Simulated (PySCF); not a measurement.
# C2H3BF2S: NMR shifts at several levels of theory

Aim: compute the NMR shifts of C2H3BF2S (`FB(F)[C@@H]1CS1`) at several levels, and see how far they spread and what each costs.

Programs: PySCF 2.14.0, with density-fitted response routines of our own. Each step states its level of theory. These are calculated values for one molecule in the gas phase, unless marked as measured. Atoms are numbered from 0 throughout.

## 1. Starting geometry

9 atoms, charge 0, multiplicity 1; geometry from: GFN2-xTB.

Bonds of the start (Å): F0–B1 1.32, B1–F2 1.32, B1–C3 1.56, C3–C4 1.49, C4–S5 1.79, S5–C3 1.83, C3–H6 1.09, C4–H7 1.08, C4–H8 1.08.

## 2. Geometry optimisation at PBE0-D3(BJ)/def2-SVP

The job: settings as JSON, then the geometry in Å.

```
{"job": {"xc": "PBE0", "basis": "def2-SVP", "d3": "d3bj", "grid": 1, "kind": "geom"}, "charge": 0, "multiplicity": 1}
F      2.299467     1.181137    -0.084383
B      1.375170     0.253746    -0.219330
F      1.801657    -0.882641    -0.726448
C     -0.112199     0.498334     0.177606
C     -1.099361    -0.618796     0.244471
S     -1.265198     0.363544    -1.242496
H     -0.333581     1.369791     0.786184
H     -0.738836    -1.626993     0.088297
H     -1.913558    -0.532128     0.950920
```

The program printed:

```text
step   0  E = -700.05297963  max force = 0.008481
step   1  E = -700.05337600  max force = 0.004582
step   2  E = -700.05394968  max force = 0.004718
step   3  E = -700.05421019  max force = 0.003090
step   4  E = -700.05431546  max force = 0.001507
step   5  E = -700.05434290  max force = 0.000716
step   6  E = -700.05435722  max force = 0.000518
step   7  E = -700.05435725  max force = 0.000323
optimisation converged
```

Run time: 24 s. Hardware: 1 thread, shared host.

Step by step:

```csv
step,energy from step 0 (eV),largest force component (eV/Å)
0,0.0000,0.4361
1,-0.0108,0.2356
2,-0.0264,0.2426
3,-0.0335,0.1589
4,-0.0363,0.0775
5,-0.0371,0.0368
6,-0.0375,0.0266
7,-0.0375,0.0166
```

Distances of close pairs at the start and the end, largest changes first:

```csv
bond,before (Å),after (Å),change (Å)
C4–S5,1.790,1.803,+0.013
C4–H8,1.081,1.094,+0.013
C4–H7,1.082,1.095,+0.013
C3–C4,1.492,1.481,-0.011
C3–H6,1.086,1.095,+0.009
C3–S5,1.834,1.840,+0.006
B1–C3,1.559,1.553,-0.006
B1–F2,1.315,1.320,+0.005
```

The end geometry stands in the next job.

```csv
at the end point,value
point group (found at 0.08 Å tolerance),C1
"rotational constants (GHz, main isotopes)","5.359, 1.927, 1.752"
dipole moment (D),2.22
```

## 3. Shielding tensors: KT2/pcSseg-2

The job: settings as JSON, then the geometry in Å.

```
{"job": {"kind": "nmr", "xc": "KT2", "basis": "pcSseg-2", "pop": false}, "charge": 0, "multiplicity": 1}
F      1.884129     1.461791    -0.930895
B      1.171923     0.391132    -0.634946
F      1.564876    -0.762578    -1.142525
C     -0.085089     0.491660     0.270748
C     -0.868492    -0.731139     0.561453
S     -1.550751     0.221191    -0.809079
H     -0.190585     1.345726     0.948203
H     -0.435036    -1.699277     0.290366
H     -1.477222    -0.735315     1.470720
```

Level: GIAO KT2/pcSseg-2 NMR shielding, non-relativistic, gas phase.

The program printed:

```text
coarse grid: 8920 points
cycle   1  E = -708.4316164774  dE =  7.353e-01  |g| = 8.818e-01  |ddm| = 2.253e+00
cycle   2  E = -708.1315263136  dE =  3.001e-01  |g| = 1.647e+00  |ddm| = 1.197e+00
cycle   3  E = -708.5482859077  dE = -4.168e-01  |g| = 1.249e-01  |ddm| = 8.263e-01
cycle   4  E = -708.5513825813  dE = -3.097e-03  |g| = 5.378e-02  |ddm| = 1.665e-01
cycle   5  E = -708.5520606043  dE = -6.780e-04  |g| = 1.292e-02  |ddm| = 5.257e-02
cycle   6  E = -708.5520876500  dE = -2.705e-05  |g| = 6.435e-03  |ddm| = 1.792e-02
cycle   7  E = -708.5520976169  dE = -9.967e-06  |g| = 2.269e-03  |ddm| = 7.477e-03
final grid: 84696 points
cycle   8  E = -708.5701058528  dE = -3.513e-04  |g| = 3.749e-02  |ddm| = 1.595e-01
cycle   9  E = -708.5693459847  dE =  7.599e-04  |g| = 7.203e-02  |ddm| = 5.968e-02
cycle  10  E = -708.5703085286  dE = -9.625e-04  |g| = 7.984e-03  |ddm| = 4.818e-02
cycle  11  E = -708.5703258982  dE = -1.737e-05  |g| = 2.443e-03  |ddm| = 8.587e-03
cycle  12  E = -708.5703269504  dE = -1.052e-06  |g| = 4.228e-04  |ddm| = 1.600e-03
cycle  13  E = -708.5703269844  dE = -3.406e-08  |g| = 1.717e-04  |ddm| = 5.498e-04
cycle  14  E = -708.5703269928  dE = -8.360e-09  |g| = 3.694e-05  |ddm| = 2.388e-04
cycle  15  E = -708.5703269931  dE = -3.056e-10  |g| = 1.325e-05  |ddm| = 6.175e-05
converged SCF energy = -708.5703269931

GIAO shielding tensors (ppm)
atom      isotropic    diamagn.    paramagn.     s11        s22        s33       span
  0 F      242.929     466.010    -223.081     78.940    289.284    360.564    281.624
  1 B       75.759     194.587    -118.828     57.091     78.656     91.530     34.438
  2 F      276.504     467.704    -191.200    136.849    314.744    377.918    241.069
  3 C      167.436     248.903     -81.467    131.575    174.057    196.675     65.099
  4 C      156.630     248.717     -92.087    130.292    161.656    177.941     47.650
  5 S      702.466    1056.857    -354.391    250.769    748.789   1107.840    857.071
  6 H       29.006      29.504      -0.498     22.905     25.242     38.871     15.965
  7 H       28.474      30.130      -1.656     22.399     25.428     37.595     15.197
  8 H       28.442      28.511      -0.069     22.468     24.442     38.417     15.949
```

It took 36 s on 1 thread, shared host.

The references, computed at this level on geometries of the same kind, shield at (ppm): 1H TMS 31.18, 13C TMS 182.3, 19F CFCl3 136.3, 11B BF3·OEt2 98.3, 33S CS2 525. Their shielding less the atom's gives the shift. The references are single molecules in the gas phase, so shifts against H2O, NH3, PH3, H3PO4 or CFCl3 are not on the usual liquid scales and can be off by tens of ppm. Atoms listed in one row are averaged.

```csv
atoms,environment,σ (ppm),δ (ppm)
C4,thiirane ring carbon,156.6,25.7
C3,thiirane ring carbon,167.4,14.8
H8,hydrogen on a thiirane ring carbon,28.44,2.73
H7,hydrogen on a thiirane ring carbon,28.47,2.70
H6,hydrogen on a thiirane ring carbon,29.01,2.17
"F0, F2",fluorine bonded to B,259.7,-123.4
B1,"boron bonded to C, 2 F",75.8,22.5
S5,sulfide sulfur,702,-177
```

Ring of atoms C3, C4, S5: NICS(0) -49.5, NICS(1) -8.7, NICS(1)zz -26.6 ppm (means of both faces).

In rings of three or four atoms NICS is ruled by the nearby σ bonds, so it says little on aromaticity.

## 4. Shielding tensors: KT3/pcSseg-2

Same as in step 3 but for these lines:

```diff
@@ -1,2 +1,2 @@
-{"job": {"kind": "nmr", "xc": "KT2", "basis": "pcSseg-2", "pop": false}, "charge": 0, "multiplicity": 1}
+{"job": {"kind": "nmr", "xc": "KT3", "basis": "pcSseg-2", "pop": false}, "charge": 0, "multiplicity": 1}
 F      1.884129     1.461791    -0.930895
```

Level: GIAO KT3/pcSseg-2 NMR shielding, non-relativistic, gas phase.

The program printed:

```text
coarse grid: 8920 points
cycle   1  E = -707.7602837142  dE =  7.213e-01  |g| = 8.919e-01  |ddm| = 2.189e+00
cycle   2  E = -707.4647017623  dE =  2.956e-01  |g| = 1.634e+00  |ddm| = 1.249e+00
cycle   3  E = -707.8810594719  dE = -4.164e-01  |g| = 1.199e-01  |ddm| = 8.540e-01
cycle   4  E = -707.8839318883  dE = -2.872e-03  |g| = 5.314e-02  |ddm| = 1.736e-01
cycle   5  E = -707.8846249494  dE = -6.931e-04  |g| = 1.173e-02  |ddm| = 5.732e-02
cycle   6  E = -707.8846512776  dE = -2.633e-05  |g| = 4.262e-03  |ddm| = 1.498e-02
cycle   7  E = -707.8846546690  dE = -3.391e-06  |g| = 2.080e-03  |ddm| = 6.425e-03
final grid: 84696 points
cycle   8  E = -707.9008417800  dE = -3.926e-04  |g| = 3.348e-02  |ddm| = 1.260e-01
cycle   9  E = -707.9004978174  dE =  3.440e-04  |g| = 5.777e-02  |ddm| = 3.503e-02
cycle  10  E = -707.9009882515  dE = -4.904e-04  |g| = 3.450e-03  |ddm| = 2.482e-02
cycle  11  E = -707.9009894574  dE = -1.206e-06  |g| = 2.350e-03  |ddm| = 4.399e-03
cycle  12  E = -707.9009908859  dE = -1.428e-06  |g| = 4.212e-04  |ddm| = 2.208e-03
cycle  13  E = -707.9009909285  dE = -4.262e-08  |g| = 1.595e-04  |ddm| = 6.229e-04
cycle  14  E = -707.9009909356  dE = -7.054e-09  |g| = 4.346e-05  |ddm| = 2.055e-04
cycle  15  E = -707.9009909360  dE = -4.652e-10  |g| = 1.001e-05  |ddm| = 5.036e-05
converged SCF energy = -707.9009909360

GIAO shielding tensors (ppm)
atom      isotropic    diamagn.    paramagn.     s11        s22        s33       span
  0 F      251.849     468.335    -216.486     92.302    298.796    364.450    272.149
  1 B       76.379     194.101    -117.723     58.200     78.873     92.063     33.863
  2 F      282.100     470.043    -187.943    144.671    321.050    380.580    235.909
  3 C      166.671     248.478     -81.807    131.461    172.836    195.715     64.254
  4 C      155.203     248.493     -93.289    129.066    160.514    176.030     46.964
  5 S      700.160    1057.100    -356.940    252.635    746.415   1101.431    848.796
  6 H       29.228      29.595      -0.368     23.154     25.522     39.006     15.852
  7 H       28.680      30.409      -1.729     22.619     25.746     37.674     15.054
  8 H       28.640      28.621       0.019     22.721     24.726     38.473     15.752
```

It took 35 s on 1 thread, shared host.

This run: δ C4 26.1, C3 14.6, F0 -120.1, B1 22.3, H8 2.71, H7 2.67 ppm (means over like atoms).

## 5. NMR shieldings: B97-D/pcSseg-2

Same as in step 4 but for these lines:

```diff
@@ -1,2 +1,2 @@
-{"job": {"kind": "nmr", "xc": "KT3", "basis": "pcSseg-2", "pop": false}, "charge": 0, "multiplicity": 1}
+{"job": {"kind": "nmr", "xc": "B97-D", "basis": "pcSseg-2", "pop": false}, "charge": 0, "multiplicity": 1}
 F      1.884129     1.461791    -0.930895
```

Method: GIAO B97-D/pcSseg-2 NMR shielding, non-relativistic, gas phase.

The program printed:

```text
coarse grid: 8920 points
cycle   1  E = -700.7387730715  dE =  6.792e-01  |g| = 8.046e-01  |ddm| = 2.219e+00
cycle   2  E = -700.5051299140  dE =  2.336e-01  |g| = 1.486e+00  |ddm| = 1.050e+00
cycle   3  E = -700.8382246735  dE = -3.331e-01  |g| = 1.048e-01  |ddm| = 6.923e-01
cycle   4  E = -700.8405821381  dE = -2.357e-03  |g| = 4.688e-02  |ddm| = 1.555e-01
cycle   5  E = -700.8410900379  dE = -5.079e-04  |g| = 1.057e-02  |ddm| = 4.800e-02
cycle   6  E = -700.8411092054  dE = -1.917e-05  |g| = 4.818e-03  |ddm| = 1.315e-02
cycle   7  E = -700.8411141362  dE = -4.931e-06  |g| = 1.971e-03  |ddm| = 6.209e-03
final grid: 84696 points
cycle   8  E = -700.8336562037  dE = -2.266e-04  |g| = 2.402e-02  |ddm| = 6.518e-02
cycle   9  E = -700.8334821053  dE =  1.741e-04  |g| = 4.121e-02  |ddm| = 2.370e-02
cycle  10  E = -700.8337250146  dE = -2.429e-04  |g| = 3.848e-03  |ddm| = 1.758e-02
cycle  11  E = -700.8337275842  dE = -2.570e-06  |g| = 2.058e-03  |ddm| = 4.639e-03
cycle  12  E = -700.8337286379  dE = -1.054e-06  |g| = 3.120e-04  |ddm| = 1.766e-03
cycle  13  E = -700.8337286588  dE = -2.090e-08  |g| = 1.146e-04  |ddm| = 4.312e-04
cycle  14  E = -700.8337286623  dE = -3.557e-09  |g| = 3.247e-05  |ddm| = 1.536e-04
cycle  15  E = -700.8337286626  dE = -2.253e-10  |g| = 1.094e-05  |ddm| = 3.958e-05
converged SCF energy = -700.8337286626

GIAO shielding tensors (ppm)
atom      isotropic    diamagn.    paramagn.     s11        s22        s33       span
  0 F      253.059     467.141    -214.082     93.154    294.804    371.220    278.066
  1 B       73.297     193.296    -119.999     53.758     76.225     89.909     36.152
  2 F      282.183     468.906    -186.723    144.589    316.550    385.410    240.821
  3 C      162.617     249.221     -86.604    125.482    170.629    191.740     66.257
  4 C      151.523     248.830     -97.307    124.218    157.571    172.779     48.560
  5 S      671.797    1056.156    -384.358    193.832    725.242   1096.318    902.486
  6 H       29.277      29.946      -0.669     23.350     25.686     38.795     15.445
  7 H       28.729      30.273      -1.544     22.773     25.891     37.522     14.749
  8 H       28.701      28.914      -0.214     22.904     24.846     38.351     15.446
```

Wall time 34 s (1 thread, shared host).

Key values: δ C4 27.5, C3 16.4, F0 -113.4, B1 23.1, H8 2.70, H7 2.67 ppm (means over like atoms).

## 6. Shielding tensors: B3LYP/pcSseg-2

Same as in step 5 but for these lines:

```diff
@@ -1,2 +1,2 @@
-{"job": {"kind": "nmr", "xc": "B97-D", "basis": "pcSseg-2", "pop": false}, "charge": 0, "multiplicity": 1}
+{"job": {"kind": "nmr", "xc": "B3LYP", "basis": "pcSseg-2", "pop": false}, "charge": 0, "multiplicity": 1}
 F      1.884129     1.461791    -0.930895
```

With the program's defaults for keys left out, this is: GIAO B3LYP/pcSseg-2 NMR shielding, non-relativistic, gas phase.

The program printed:

```text
coarse grid: 8920 points
cycle   1  E = -700.9535975287  dE =  7.544e-01  |g| = 6.899e-01  |ddm| = 2.168e+00
cycle   2  E = -700.8639275662  dE =  8.967e-02  |g| = 1.072e+00  |ddm| = 7.711e-01
cycle   3  E = -701.0269709468  dE = -1.630e-01  |g| = 6.032e-02  |ddm| = 4.340e-01
cycle   4  E = -701.0275719627  dE = -6.010e-04  |g| = 3.435e-02  |ddm| = 7.569e-02
cycle   5  E = -701.0278270759  dE = -2.551e-04  |g| = 9.118e-03  |ddm| = 2.769e-02
cycle   6  E = -701.0278455903  dE = -1.851e-05  |g| = 4.045e-03  |ddm| = 1.313e-02
cycle   7  E = -701.0278495190  dE = -3.929e-06  |g| = 7.607e-04  |ddm| = 4.109e-03
final grid: 84696 points
cycle   8  E = -701.0283632113  dE = -1.192e-04  |g| = 4.704e-03  |ddm| = 3.683e-02
cycle   9  E = -701.0283601802  dE =  3.031e-06  |g| = 5.837e-03  |ddm| = 6.492e-03
cycle  10  E = -701.0283674931  dE = -7.313e-06  |g| = 1.006e-03  |ddm| = 4.038e-03
cycle  11  E = -701.0283677132  dE = -2.201e-07  |g| = 4.900e-04  |ddm| = 1.480e-03
cycle  12  E = -701.0283677730  dE = -5.978e-08  |g| = 9.939e-05  |ddm| = 4.652e-04
cycle  13  E = -701.0283677745  dE = -1.478e-09  |g| = 3.169e-05  |ddm| = 7.331e-05
cycle  14  E = -701.0283677746  dE = -1.685e-10  |g| = 5.825e-06  |ddm| = 1.954e-05
converged SCF energy = -701.0283677746

GIAO shielding tensors (ppm)
atom      isotropic    diamagn.    paramagn.     s11        s22        s33       span
  0 F      254.948     467.001    -212.053     91.523    299.329    373.991    282.468
  1 B       70.940     191.870    -120.930     47.466     76.247     89.107     41.641
  2 F      283.147     468.917    -185.770    140.960    320.163    388.319    247.359
  3 C      163.728     247.376     -83.648    126.019    172.418    192.748     66.728
  4 C      152.761     246.473     -93.712    125.467    159.149    173.669     48.202
  5 S      674.148    1055.063    -380.915    177.515    728.122   1116.807    939.291
  6 H       29.296      29.900      -0.604     23.282     25.594     39.013     15.731
  7 H       28.746      30.106      -1.360     22.741     25.775     37.722     14.981
  8 H       28.733      29.040      -0.308     22.843     24.731     38.624     15.781
```

It took 24 s on 1 thread, shared host.

In short: δ C4 26.4, C3 15.5, F0 -99.3, B1 25.5, H8 2.66, H7 2.64 ppm (means over like atoms).

## 7. NMR shieldings: PBE0/pcSseg-2

Same as in step 6 but for these lines:

```diff
@@ -1,2 +1,2 @@
-{"job": {"kind": "nmr", "xc": "B3LYP", "basis": "pcSseg-2", "pop": false}, "charge": 0, "multiplicity": 1}
+{"job": {"kind": "nmr", "xc": "PBE0", "basis": "pcSseg-2", "pop": false}, "charge": 0, "multiplicity": 1}
 F      1.884129     1.461791    -0.930895
```

Method: GIAO PBE0/pcSseg-2 NMR shielding, non-relativistic, gas phase.

The program printed:

```text
coarse grid: 8920 points
cycle   1  E = -700.4821082030  dE =  7.783e-01  |g| = 6.289e-01  |ddm| = 2.194e+00
cycle   2  E = -700.4276947121  dE =  5.441e-02  |g| = 9.047e-01  |ddm| = 6.737e-01
cycle   3  E = -700.5441084630  dE = -1.164e-01  |g| = 5.135e-02  |ddm| = 3.669e-01
cycle   4  E = -700.5444630729  dE = -3.546e-04  |g| = 3.295e-02  |ddm| = 6.109e-02
cycle   5  E = -700.5447090252  dE = -2.460e-04  |g| = 7.836e-03  |ddm| = 2.676e-02
cycle   6  E = -700.5447240825  dE = -1.506e-05  |g| = 3.160e-03  |ddm| = 1.159e-02
cycle   7  E = -700.5447264261  dE = -2.344e-06  |g| = 5.542e-04  |ddm| = 3.374e-03
final grid: 84696 points
cycle   8  E = -700.5475899587  dE = -1.168e-04  |g| = 7.993e-03  |ddm| = 3.779e-02
cycle   9  E = -700.5475682438  dE =  2.171e-05  |g| = 1.198e-02  |ddm| = 1.298e-02
cycle  10  E = -700.5476035411  dE = -3.530e-05  |g| = 1.075e-03  |ddm| = 9.782e-03
cycle  11  E = -700.5476038162  dE = -2.750e-07  |g| = 4.192e-04  |ddm| = 1.241e-03
cycle  12  E = -700.5476038404  dE = -2.419e-08  |g| = 9.811e-05  |ddm| = 1.920e-04
cycle  13  E = -700.5476038421  dE = -1.701e-09  |g| = 1.834e-05  |ddm| = 1.050e-04
cycle  14  E = -700.5476038421  dE = -6.844e-11  |g| = 4.805e-06  |ddm| = 1.888e-05
converged SCF energy = -700.5476038421

GIAO shielding tensors (ppm)
atom      isotropic    diamagn.    paramagn.     s11        s22        s33       span
  0 F      256.125     466.390    -210.265     91.376    301.232    375.768    284.392
  1 B       73.910     192.717    -118.806     51.108     78.892     91.732     40.624
  2 F      284.292     468.114    -183.822    141.415    321.337    390.126    248.711
  3 C      169.034     249.863     -80.829    131.884    178.383    196.834     64.951
  4 C      158.183     248.433     -90.251    131.057    165.016    178.474     47.417
  5 S      704.241    1054.901    -350.661    218.149    767.406   1127.168    909.019
  6 H       29.154      29.605      -0.451     22.981     25.266     39.215     16.234
  7 H       28.623      30.030      -1.407     22.480     25.469     37.920     15.440
  8 H       28.611      28.730      -0.119     22.592     24.429     38.812     16.221
```

Wall time 24 s (1 thread, shared host).

Key values: δ C4 25.9, C3 15.1, F0 -94.4, B1 25.2, H8 2.63, H7 2.62 ppm (means over like atoms).

## 8. Shielding tensors: mPW1PW91/pcSseg-2

Same as in step 7 but for these lines:

```diff
@@ -1,2 +1,2 @@
-{"job": {"kind": "nmr", "xc": "PBE0", "basis": "pcSseg-2", "pop": false}, "charge": 0, "multiplicity": 1}
+{"job": {"kind": "nmr", "xc": "mPW1PW91", "basis": "pcSseg-2", "pop": false}, "charge": 0, "multiplicity": 1}
 F      1.884129     1.461791    -0.930895
```

Level: GIAO mPW1PW91/pcSseg-2 NMR shielding, non-relativistic, gas phase.

The program printed:

```text
coarse grid: 8920 points
cycle   1  E = -700.8823808385  dE =  7.796e-01  |g| = 6.518e-01  |ddm| = 2.187e+00
cycle   2  E = -700.8235696217  dE =  5.881e-02  |g| = 9.387e-01  |ddm| = 6.882e-01
cycle   3  E = -700.9484224017  dE = -1.249e-01  |g| = 5.291e-02  |ddm| = 3.784e-01
cycle   4  E = -700.9488115449  dE = -3.891e-04  |g| = 3.366e-02  |ddm| = 6.292e-02
cycle   5  E = -700.9490683511  dE = -2.568e-04  |g| = 8.088e-03  |ddm| = 2.753e-02
cycle   6  E = -700.9490845733  dE = -1.622e-05  |g| = 3.133e-03  |ddm| = 1.181e-02
cycle   7  E = -700.9490868445  dE = -2.271e-06  |g| = 5.592e-04  |ddm| = 3.312e-03
final grid: 84696 points
cycle   8  E = -700.9500733441  dE = -1.143e-04  |g| = 6.105e-03  |ddm| = 3.656e-02
cycle   9  E = -700.9500629380  dE =  1.041e-05  |g| = 8.664e-03  |ddm| = 8.968e-03
cycle  10  E = -700.9500805873  dE = -1.765e-05  |g| = 9.452e-04  |ddm| = 6.948e-03
cycle  11  E = -700.9500808083  dE = -2.210e-07  |g| = 4.181e-04  |ddm| = 1.188e-03
cycle  12  E = -700.9500808356  dE = -2.729e-08  |g| = 8.812e-05  |ddm| = 2.214e-04
cycle  13  E = -700.9500808369  dE = -1.356e-09  |g| = 1.984e-05  |ddm| = 9.567e-05
cycle  14  E = -700.9500808370  dE = -7.822e-11  |g| = 4.344e-06  |ddm| = 1.852e-05
converged SCF energy = -700.9500808370

GIAO shielding tensors (ppm)
atom      isotropic    diamagn.    paramagn.     s11        s22        s33       span
  0 F      257.277     466.379    -209.102     92.936    302.341    376.554    283.618
  1 B       73.985     192.885    -118.900     51.268     78.793     91.893     40.626
  2 F      284.983     468.044    -183.061    142.417    322.045    390.489    248.072
  3 C      168.165     249.813     -81.648    130.970    177.612    195.914     64.945
  4 C      157.268     248.750     -91.482    130.161    164.180    177.463     47.302
  5 S      700.345    1055.158    -354.812    212.353    762.848   1125.835    913.482
  6 H       29.212      29.588      -0.376     23.063     25.354     39.218     16.155
  7 H       28.673      30.052      -1.379     22.551     25.551     37.918     15.367
  8 H       28.667      28.724      -0.057     22.682     24.509     38.811     16.129
```

Wall time 24 s (1 thread, shared host).

Key values: δ C4 26.3, C3 15.4, F0 -93.9, B1 25.1, H8 2.63, H7 2.62 ppm (means over like atoms).

## 9. Run by run: NMR shifts

Shifts (ppm) of some atoms, chosen among heavy atoms and hydrogens apart, means over like atoms, with basis size and wall time:

```csv
run,C4,C3,H8,H6,F0,B1,S5,functions,time
KT2/pcSseg-2,25.7,14.8,2.73,2.17,-123.4,22.5,-177,265,36 s
KT3/pcSseg-2,26.1,14.6,2.71,2.13,-120.1,22.3,-174,265,35 s
B97-D/pcSseg-2,27.5,16.4,2.70,2.12,-113.4,23.1,-168,265,34 s
B3LYP/pcSseg-2,26.4,15.5,2.66,2.09,-99.3,25.5,-182,265,24 s
PBE0/pcSseg-2,25.9,15.1,2.63,2.09,-94.4,25.2,-201,265,24 s
mPW1PW91/pcSseg-2,26.3,15.4,2.63,2.08,-93.9,25.1,-201,265,24 s
```

## 10. What came out

| quantity | value |
| --- | --- |
| point group | C1 |
| rotational constants (main isotopes) | 5.36, 1.93, 1.75 GHz |
| 13C shifts against TMS (KT2/pcSseg-2) | 25.7, 14.8 ppm |
| 1H shifts against TMS (KT2/pcSseg-2) | 2.73, 2.70, 2.17 ppm |
| 19F shifts against CFCl3 (KT2/pcSseg-2, means over atoms taken as alike) | -123.4 ppm |
| 11B shifts against BF3·OEt2 (KT2/pcSseg-2) | 22.5 ppm |
| 33S shifts against CS2 (KT2/pcSseg-2) | -177 ppm |
| range of the shift of S5 | -201 to -168 ppm |

What this shows: Single values in the summary come from the first run of each kind that ended normally (KT2/pcSseg-2), which need not be the best level. Over 7 steps the energy fell by 0.037 eV; of the close pairs, C4–S5 changed most, 1.790 to 1.803 Å. At KT2/pcSseg-2: Shielding is most anisotropic at S5 (span 857 ppm, paramagnetic term -354 ppm). Across the 6 runs the shift of S5 moves most, between -201 (PBE0/pcSseg-2) and -168 ppm (B97-D/pcSseg-2).
